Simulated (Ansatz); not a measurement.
**CH₄FGeNS: a ladder of functionals and wavefunction methods**

An exercise on one series of results from a longer session: the logs are not shown, and one member is left open.

Computed with Ansatz 0.2.0, Gaussian basis. Level: functionals in def2-TZVPP, the program's frozen cores in correlated methods.

The runs, in order: LDA (SPW92), PBE-D4, revPBE-D4, BLYP-D4, r2SCAN-D4, B97M-V, PBE0-D4, B3LYP-D4, r2SCANh-D4, r2SCAN0-D4, HSE06-D4, BHLYP-D4, CAM-B3LYP-D4, LC-ωPBE, ωB97X-V, ωB97M-V, B2PLYP, PBE-QIDH; CCSD(T)/def2-SVP; CCSD(T)/def2-TZVPP; MP2/def2-QZVPP; extrapolation to the limit; RPA on PBE.

**The geometry**

All runs share one geometry, relaxed beforehand with PBE0-D4 in a triple-zeta def2 set.

SMILES `N=C(F)[S][GeH3]`, 9 atoms, charge 0, spin multiplicity 1.

Atoms are counted from 1 here; the program's logs count them from 0.

Bond lengths: N1–C2 1.244 Å, N1–H6 1.017 Å, C2–F3 1.355 Å, C2–S4 1.748 Å, S4–Ge5 2.241 Å, Ge5–H7 1.533 Å, Ge5–H8 1.531 Å, Ge5–H9 1.531 Å. Angles: C2–N1–H6 112.2°, N1–C2–F3 123.2°, N1–C2–S4 123.0°, F3–C2–S4 113.8°, C2–S4–Ge5 101.6°, S4–Ge5–H7 101.9°, S4–Ge5–H8 110.1°, S4–Ge5–H9 110.1°, H7–Ge5–H8 111.3°, H7–Ge5–H9 111.3°, H8–Ge5–H9 111.7°.

Coordinates:

```xyz
9
charge 0, multiplicity 1
N     2.56876    0.13340   -0.53152
C     1.37284    0.04618   -0.19938
F     0.97175   -0.29920    1.04813
S     0.05435    0.35916   -1.30322
Ge   -1.72605   -0.00296    0.00949
H     3.19749   -0.08334    0.23807
H    -2.88856    0.26765   -0.95312
H    -1.73336   -1.45457    0.49693
H    -1.72862    0.98727    1.17752
```

The first run:

File in.yaml:

```yaml
crystal:
  periodic: [false, false, false]
  atoms:
    - {symbol: N, position_ang: [2.568765, 0.133404, -0.531521]}
    - {symbol: C, position_ang: [1.372836, 0.046183, -0.199384]}
    - {symbol: F, position_ang: [0.971753, -0.299200, 1.048127]}
    - {symbol: S, position_ang: [0.054353, 0.359158, -1.303221]}
    - {symbol: Ge, position_ang: [-1.726047, -0.002957, 0.009495]}
    - {symbol: H, position_ang: [3.197490, -0.083344, 0.238072]}
    - {symbol: H, position_ang: [-2.888562, 0.267650, -0.953124]}
    - {symbol: H, position_ang: [-1.733364, -1.454568, 0.496934]}
    - {symbol: H, position_ang: [-1.728622, 0.987273, 1.177521]}
basis:
  gaussian: {orbitals: def2-TZVPP}
hamiltonian: {xc: lda}
output: {orbitals: {seedname: orbitals}}
```

The run is started by

```sh
ansatz run in.yaml --threads 4 --pin off --events-out ev --progress --plain --max-ram 10444MiB
```

Steps of the session up to this table: LDA; PBE-D4 (GGA); revPBE-D4 (GGA); BLYP-D4 (GGA); r2SCAN-D4 (meta-GGA); B97M-V (meta-GGA); PBE0-D4 (hybrid); B3LYP-D4 (hybrid); r2SCANh-D4 (hybrid); r2SCAN0-D4 (hybrid); HSE06-D4 (hybrid); BHLYP-D4 (hybrid); CAM-B3LYP-D4 (range-separated); LC-ωPBE (range-separated); ωB97X-V (range-separated); ωB97M-V (range-separated); B2PLYP (double hybrid); PBE-QIDH (double hybrid).

One table of the session follows, with a row left open; its other results are not shown here.

It belongs to the step «Orbital energies across the functionals». 

| functional | HOMO (eV) | gap (eV) |
| --- | --- | --- |
| LDA (SPW92) | ? | ? |
| PBE-D4 | -6.34 | 5.03 |
| revPBE-D4 | -6.28 | 5.08 |
| BLYP-D4 | -6.18 | 4.96 |
| r2SCAN-D4 | -6.61 | 5.56 |
| B97M-V | -6.69 | 5.62 |
| PBE0-D4 | -7.52 | 7.13 |
| B3LYP-D4 | -7.29 | 6.64 |
| r2SCANh-D4 | -7.04 | 6.33 |
| r2SCAN0-D4 | -7.69 | 7.47 |
| HSE06-D4 | -7.12 | 6.36 |
| BHLYP-D4 | -8.56 | 9.13 |
| CAM-B3LYP-D4 | -8.79 | 9.43 |
| LC-ωPBE | -10.14 | 11.99 |
| ωB97X-V | -9.79 | 11.52 |
| ωB97M-V | -9.63 | 11.15 |

**Question.** Estimate the row for LDA (SPW92).

**Answer.** HOMO (eV): -6.47; gap (eV): 4.91. In the column «HOMO (eV)» it lies between r2SCAN-D4 (-6.61) and PBE-D4 (-6.34).
